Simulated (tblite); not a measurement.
# CdSiN2 at GFN2-xTB (tblite): moving one setting at a time

Which settings matter? One reference run, then one change at a time; some changes are unwise on purpose.

Program: tblite 0.8.0. Level of theory: GFN2-xTB (tblite), atoms fixed, no spin polarisation. These are calculated values, not measurements.

**1. The structure to begin with**

The structure is tetragonal, space group P-4m2 (No. 115). Conventional cell: a = 3.034 Å, b = 3.034 Å, c = 5.110 Å, α = 90.00°, β = 90.00°, γ = 90.00°. Around Cd (site symmetry -4m2) lie 4 N at 2.23 Å. Around N (site symmetry 2mm) lie 2 Si at 1.77 Å and 2 Cd at 2.23 Å. Si (site symmetry -4m2) has 4 N at 1.77 Å as nearest neighbours.

As a file:

```cif
data_structure
_symmetry_space_group_name_H-M 'P-4m2'
_symmetry_Int_Tables_number 115
_cell_length_a 3.0340
_cell_length_b 3.0340
_cell_length_c 5.1102
_cell_angle_alpha 90.000
_cell_angle_beta 90.000
_cell_angle_gamma 90.000
_cell_volume 47.04
loop_
_atom_site_label
_atom_site_type_symbol
_atom_site_symmetry_multiplicity
_atom_site_Wyckoff_symbol
_atom_site_fract_x
_atom_site_fract_y
_atom_site_fract_z
_atom_site_occupancy
Cd1 Cd 1 a 0.00000 0.00000 0.00000 1
N1 N 2 g 0.00000 0.50000 0.31974 1
Si1 Si 1 c 0.50000 0.50000 0.50000 1
```

The structure type (II-IV-V2 ordering on zincblende lattice) is imposed and need not be the compound's stable one.

**2. The reference run**

Input file run.py:

```python
import json
from ase import Atoms
from ase.build import make_supercell
from ase.units import Bohr, GPa, Hartree
from tblite.interface import Calculator

atoms = Atoms(['Cd', 'N', 'Si', 'N'],
              cell=[[3.03398844, 0.0, 0.0], [0.0, 3.03398844, 0.0], [0.0, 0.0, 5.11023333]],
              scaled_positions=[[0.0, 0.0, 0.0], [0.0, 0.5, 0.319739137], [0.5, 0.5, 0.5], [0.5, 0.0, 0.680260863]],
              pbc=True)
cluster = make_supercell(atoms, [[3, 0, 0], [0, 3, 0], [0, 0, 2]])
calc = Calculator('GFN2-xTB', cluster.numbers, cluster.positions / Bohr, lattice=cluster.cell[:] / Bohr, periodic=cluster.pbc)
calc.set('temperature', 0.02 / Hartree)
calc.set('max-iter', 150)
res = calc.singlepoint()
levels = res.get('orbital-energies') * Hartree
nv = round(res.get('orbital-occupations').sum() / 2)
cells = len(cluster) // len(atoms)
out = {'energy_per_cell': res.get('energy') * Hartree / cells, 'homo': levels[nv - 1], 'lumo': levels[nv],
       'stress': (-res.get('virial') * Hartree / cluster.get_volume() / GPa).tolist(), 'charges': res.get('charges')[:len(atoms)].tolist(), 'electrons': 2 * nv / cells}
json.dump(out, open('results.json', 'w'))
for key, value in out.items():
    print(key, value)
```

Launch:

```bash
$ python run.py
```

The program printed:

```text
------------------------------------------------------------
  cycle        total energy    energy error   density error
------------------------------------------------------------
      1     -131.9191152776  -1.3292867E+02   5.7288697E-01
      2     -147.0722618965  -1.5153147E+01   2.1343384E-01
      3     -148.4596235949  -1.3873617E+00   1.0267477E-01
      4     -148.7261813114  -2.6655772E-01   4.9276968E-02
      5     -148.7192084336   6.9728779E-03   5.3179145E-02
      6     -148.7396888475  -2.0480414E-02   1.9561355E-03
      7     -148.7397105479  -2.1700404E-05   1.5115006E-03
      8     -148.7397393798  -2.8831874E-05   4.8885044E-04
      9     -148.7397456808  -6.3010336E-06   1.8118068E-04
     10     -148.7397460455  -3.6469262E-07   1.2525131E-04
     11     -148.7397463757  -3.3022872E-07   6.4574819E-05
     12     -148.7397464840  -1.0821864E-07   4.6441130E-05
     13     -148.7397465804  -9.6456546E-08   3.9420491E-06
------------------------------------------------------------

 total:                                   5.172 sec
energy_per_cell -224.8563700758987
homo -11.552774965954113
lumo -10.706814902723034
stress [[-9.358079339365327, 2.62660797981536e-06, 2.1342610166191833e-06], [2.62660797983409e-06, -9.358106985561394, 3.265517479890477e-06], [2.1342610158636333e-06, 3.2655174806786066e-06, -1.8113883696003177]]
charges [0.3465440633019624, -0.48105167675639016, 0.6155650873918611, -0.4810502357474469]
electrons 16.0
```

Run time: 5.6 s. Hardware: 1 thread of Intel Xeon 6975P-C (Granite Rapids), shared host; peak memory 0.11 GiB.

Gap 0.85 eV; pressure -6.8 GPa. The 72 atoms of the cluster fold only a few k-points onto the zone centre, so gap and energy may not be converged in the cluster's size.

**3. Change: method = IPEA1-xTB**

run.py: that of step 2 with these lines changed.

```diff
@@ -11,3 +11,3 @@
 cluster = make_supercell(atoms, [[3, 0, 0], [0, 3, 0], [0, 0, 2]])
-calc = Calculator('GFN2-xTB', cluster.numbers, cluster.positions / Bohr, lattice=cluster.cell[:] / Bohr, periodic=cluster.pbc)
+calc = Calculator('IPEA1-xTB', cluster.numbers, cluster.positions / Bohr, lattice=cluster.cell[:] / Bohr, periodic=cluster.pbc)
 calc.set('temperature', 0.02 / Hartree)
```

Launch:

```bash
$ python run.py
```

The program printed:

```text
------------------------------------------------------------
  cycle        total energy    energy error   density error
------------------------------------------------------------
      1     -172.6502405025  -1.7326477E+02   1.0916289E+00
      2     -178.9675060261  -6.3172655E+00   6.2369887E-01
      3     -183.1801476847  -4.2126417E+00   5.3099998E-01
      4     -189.6831097028  -6.5029620E+00   3.0437114E-02
      5     -189.7199715326  -3.6861830E-02   7.6428878E-03
      6     -189.7196682392   3.0329339E-04   7.9461769E-03
      7     -189.7218615512  -2.1933120E-03   5.0959247E-04
      8     -189.7218653051  -3.7538446E-06   2.4750491E-04
      9     -189.7218675155  -2.2103949E-06   3.6102393E-05
     10     -189.7218675764  -6.0883934E-08   8.6354121E-06
------------------------------------------------------------

 total:                                   3.419 sec
energy_per_cell -286.8108319935779
homo -8.457878016291478
lumo -5.119674296017135
stress [[-14.230955973374297, -1.427945268644934e-12, 6.765430056661733e-13], [-1.4279475483152235e-12, -14.230955973331076, -3.4361222634448304e-13], [6.763988422740603e-13, -3.4320220669017495e-13, -12.551489238727923]]
charges [0.2717659815697284, -0.294184145481104, 0.3166023093908834, -0.2941841454804732]
electrons 16.0
```

Wall time 3.9 s (1 thread of Intel Xeon 6975P-C (Granite Rapids), shared host); peak memory 0.11 GiB.

Totals of another method or basis aren't compared here.

**4. Change: temperature = 0.3**

run.py: that of step 3 with these lines changed.

```diff
@@ -11,4 +11,4 @@
 cluster = make_supercell(atoms, [[3, 0, 0], [0, 3, 0], [0, 0, 2]])
-calc = Calculator('IPEA1-xTB', cluster.numbers, cluster.positions / Bohr, lattice=cluster.cell[:] / Bohr, periodic=cluster.pbc)
-calc.set('temperature', 0.02 / Hartree)
+calc = Calculator('GFN2-xTB', cluster.numbers, cluster.positions / Bohr, lattice=cluster.cell[:] / Bohr, periodic=cluster.pbc)
+calc.set('temperature', 0.3 / Hartree)
 calc.set('max-iter', 150)
```

Launch:

```bash
$ python run.py
```

The program printed:

```text
------------------------------------------------------------
  cycle        total energy    energy error   density error
------------------------------------------------------------
      1     -131.9260227764  -1.3293558E+02   5.7274996E-01
      2     -147.1057646248  -1.5179742E+01   2.2237385E-01
      3     -148.5215944659  -1.4158298E+00   9.4403876E-02
      4     -148.7546226152  -2.3302815E-01   4.4631494E-02
      5     -148.7656574106  -1.1034795E-02   4.8074318E-02
      6     -148.7774610220  -1.1803611E-02   2.2811414E-03
      7     -148.7774700623  -9.0403020E-06   1.9209862E-03
      8     -148.7774674632   2.5991261E-06   1.6651646E-03
      9     -148.7775638579  -9.6394738E-05   8.5783901E-04
     10     -148.7775814077  -1.7549833E-05   2.6280653E-04
     11     -148.7775841182  -2.7104122E-06   3.0287447E-04
     12     -148.7775881550  -4.0368652E-06   2.3554590E-05
     13     -148.7775881094   4.5578901E-08   3.9605172E-05
     14     -148.7775881728  -6.3340082E-08   2.5568511E-06
------------------------------------------------------------

 total:                                   5.295 sec
energy_per_cell -224.91357686354795
homo -11.584815305878527
lumo -10.706654234311392
stress [[-8.636984619288055, 2.6321685831394564e-06, 2.1320640137244907e-06], [2.6321685831701757e-06, -8.637008561126931, 3.278576729215799e-06], [2.1320640129458345e-06, 3.2785767300053676e-06, 0.030967042051617686]]
charges [0.3471628506311971, -0.484087335388238, 0.6210184396659335, -0.4840877438226949]
electrons 16.0
```

Run time: 5.7 s. Hardware: 1 thread of Intel Xeon 6975P-C (Granite Rapids), shared host; peak memory 0.11 GiB.

Against the reference run the gap moves by +0.03 eV and the energy by -14.3 meV/atom. At a high electronic temperature the free energy holds a large −TS term.

**5. Change: mixer-damping = 0.1**

run.py: that of step 4 with these lines changed.

```diff
@@ -12,4 +12,5 @@
 calc = Calculator('GFN2-xTB', cluster.numbers, cluster.positions / Bohr, lattice=cluster.cell[:] / Bohr, periodic=cluster.pbc)
-calc.set('temperature', 0.3 / Hartree)
+calc.set('temperature', 0.02 / Hartree)
 calc.set('max-iter', 150)
+calc.set('mixer-damping', 0.1)
 res = calc.singlepoint()
```

Launch:

```bash
$ python run.py
```

The program printed:

```text
------------------------------------------------------------
  cycle        total energy    energy error   density error
------------------------------------------------------------
      1     -131.9191152776  -1.3292867E+02   5.7288697E-01
      2     -138.0732164390  -6.1541012E+00   4.4220055E-01
      3     -147.5235209249  -9.4503045E+00   1.7918910E-01
      4     -147.6362713952  -1.1275047E-01   1.5569677E-01
      5     -148.3899818531  -7.5371046E-01   8.4357555E-02
      6     -147.9910343902   3.9894746E-01   1.0055860E-01
      7     -148.1075006202  -1.1646623E-01   8.6281919E-02
      8     -148.7379088423  -6.3040822E-01   1.1748606E-02
      9     -148.7260156816   1.1893161E-02   1.1996347E-02
     10     -148.7347262522  -8.7105706E-03   1.0130303E-02
     11     -148.7350511010  -3.2484879E-04   8.7617725E-03
     12     -148.7396548660  -4.6037651E-03   4.3544897E-03
     13     -148.7396457110   9.1549999E-06   2.7278625E-03
     14     -148.7396067748   3.8936199E-05   3.0123446E-03
     15     -148.7396436919  -3.6917103E-05   2.7653871E-03
     16     -148.7397462216  -1.0252968E-04   1.3333247E-04
     17     -148.7397464921  -2.7047548E-07   3.8327525E-05
     18     -148.7397465676  -7.5535894E-08   1.4732204E-05
------------------------------------------------------------

 total:                                   5.569 sec
energy_per_cell -224.85637005658305
homo -11.552800021146897
lumo -10.706853189434124
stress [[-9.357752966681195, 2.6263407892951433e-06, 2.134095394579391e-06], [2.6263407893045225e-06, -9.35777361196185, 3.265067917515139e-06], [2.134095393820428e-06, 3.2650679183044463e-06, -1.8107942703693718]]
charges [0.34654187168741446, -0.48102134723293744, 0.6155049995243684, -0.48102130075728233]
electrons 16.0
```

It took 6 s on 1 thread of Intel Xeon 6975P-C (Granite Rapids), shared host; peak memory 0.11 GiB.

Against the reference run the gap moves by 0.00 eV and the energy by 0.0 meV/atom.

**6. Change: mixer-damping = 1.0**

run.py: that of step 5 with these lines changed.

```diff
@@ -14,3 +14,3 @@
 calc.set('max-iter', 150)
-calc.set('mixer-damping', 0.1)
+calc.set('mixer-damping', 1.0)
 res = calc.singlepoint()
```

Launch:

```bash
$ python run.py
```

The program printed:

```text
------------------------------------------------------------
  cycle        total energy    energy error   density error
------------------------------------------------------------
      1     -131.9191152776  -1.3292867E+02   5.7288697E-01
      2     -51.18276225852   8.0736353E+01   1.5304735E+00
      3     -136.1411845692  -8.4958422E+01   4.9221488E-01
      4     -145.7612374470  -9.6200529E+00   2.2094248E-01
      5     -148.5101487362  -2.7489113E+00   9.7970579E-02
      6     -148.5411563664  -3.1007630E-02   8.3349200E-02
      7     -148.6452390751  -1.0408271E-01   4.3825294E-02
      8     -148.7244381937  -7.9199119E-02   2.1023056E-02
      9     -148.7308738295  -6.4356358E-03   1.6402188E-02
     10     -148.7390843103  -8.2104808E-03   4.7096393E-03
     11     -148.7394051301  -3.2081980E-04   3.3637322E-03
     12     -148.7397197263  -3.1459622E-04   8.2179270E-04
     13     -148.7397433315  -2.3605158E-05   2.9427927E-04
     14     -148.7397465623  -3.2308275E-06   4.7144140E-05
     15     -148.7397465764  -1.4054280E-08   2.3710256E-05
     16     -148.7397465803  -3.9853489E-09   1.5449517E-05
------------------------------------------------------------

 total:                                   5.512 sec
energy_per_cell -224.85637007578305
homo -11.552829324007815
lumo -10.706853223977197
stress [[-9.35874809472519, 2.6266749908052136e-06, 4.889083290001931e-06], [2.6266749908305144e-06, -9.358537692789657, 5.272560717787056e-07], [4.889083289237245e-06, 5.272560725638274e-07, -1.8118392595420583]]
charges [0.34656145753154144, -0.48106957701163156, 0.615582218549796, -0.48106885829248425]
electrons 16.0
```

Run time: 6 s. Hardware: 1 thread of Intel Xeon 6975P-C (Granite Rapids), shared host; peak memory 0.11 GiB.

Against the reference run the gap moves by 0.00 eV and the energy by 0.0 meV/atom.

**7. Change: cluster = 1x1x1**

run.py: that of step 6 with these lines changed.

```diff
@@ -10,3 +10,3 @@
               pbc=True)
-cluster = make_supercell(atoms, [[3, 0, 0], [0, 3, 0], [0, 0, 2]])
+cluster = make_supercell(atoms, [[1, 0, 0], [0, 1, 0], [0, 0, 1]])
 calc = Calculator('GFN2-xTB', cluster.numbers, cluster.positions / Bohr, lattice=cluster.cell[:] / Bohr, periodic=cluster.pbc)
@@ -14,3 +14,2 @@
 calc.set('max-iter', 150)
-calc.set('mixer-damping', 1.0)
 res = calc.singlepoint()
```

Launch:

```bash
$ python run.py
```

The program printed:

```text
------------------------------------------------------------
  cycle        total energy    energy error   density error
------------------------------------------------------------
      1     -7.259689242222  -7.3157756E+00   1.2995597E+00
      2     -8.121256581632  -8.6156734E-01   1.9554460E+00
      3     -7.851689827647   2.6956675E-01   3.0304029E+00
      4     -8.135373319954  -2.8368349E-01   1.7396509E-01
      5     -8.192589795236  -5.7216475E-02   3.2910237E-01
      6     -8.194738581557  -2.1487863E-03   1.4895177E-01
      7     -8.200032293913  -5.2937124E-03   3.7276532E-02
      8     -8.201029321487  -9.9702757E-04   1.1314271E-02
      9     -8.201026982403   2.3390843E-06   3.9337825E-03
     10     -8.201039132959  -1.2150556E-05   8.6532734E-04
     11     -8.201039567612  -4.3465373E-07   6.9989556E-04
     12     -8.201039409120   1.5849271E-07   6.1021331E-04
     13     -8.201039847283  -4.3816301E-07   4.0320766E-04
     14     -8.201039795897   5.1385959E-08   1.5903258E-04
     15     -8.201039800702  -4.8056599E-09   1.0726554E-04
     16     -8.201039800888  -1.8585666E-10   1.5656848E-05
------------------------------------------------------------

 total:                                   0.438 sec
energy_per_cell -223.16165982317145
homo -11.709987970552625
lumo -10.805800122838088
stress [[-29.849394829482815, 1.235868110984442e-05, 8.886315726938072e-06], [1.2358681109826724e-05, -29.84939569003456, 1.1620261170785013e-05], [8.886315726941584e-06, 1.1620261170846792e-05, 30.992156424883234]]
charges [0.4154081307708617, -0.4434381716000443, 0.4714670470595617, -0.4434370062189542]
electrons 16.0
```

Wall time 0.88 s (1 thread of Intel Xeon 6975P-C (Granite Rapids), shared host); peak memory 0.09 GiB.

Against the reference run the gap moves by +0.06 eV and the energy by +423.7 meV/atom. One cell at the zone centre alone can't describe the crystal.

**8. Results**

| change | ends | gap (eV) | energy (meV/atom) | pressure (GPa) | time |
| --- | --- | --- | --- | --- | --- |
| none | converged | 0.85 | 0 | -6.8 | 5.6 s |
| method = IPEA1-xTB | converged | +2.49 | – | -6.8 | 3.9 s |
| temperature = 0.3 | converged | +0.03 | -14.3 | +1.1 | 5.7 s |
| mixer-damping = 0.1 | converged | 0.00 | 0.0 | 0.0 | 6 s |
| mixer-damping = 1.0 | converged | 0.00 | 0.0 | 0.0 | 6 s |
| cluster = 1x1x1 | converged | +0.06 | +423.7 | -2.7 | 0.88 s |

The first row holds values, the others changes from it. Keys are the program's: temperature in eV (tblite) or K (CP2K), cutoffs in Ry, CUTOFP in Å. Among the numerical settings, cluster = 1x1x1 moves the energy most (+423.7 meV/atom). The changed runs test settings; they are no properties of the crystal.
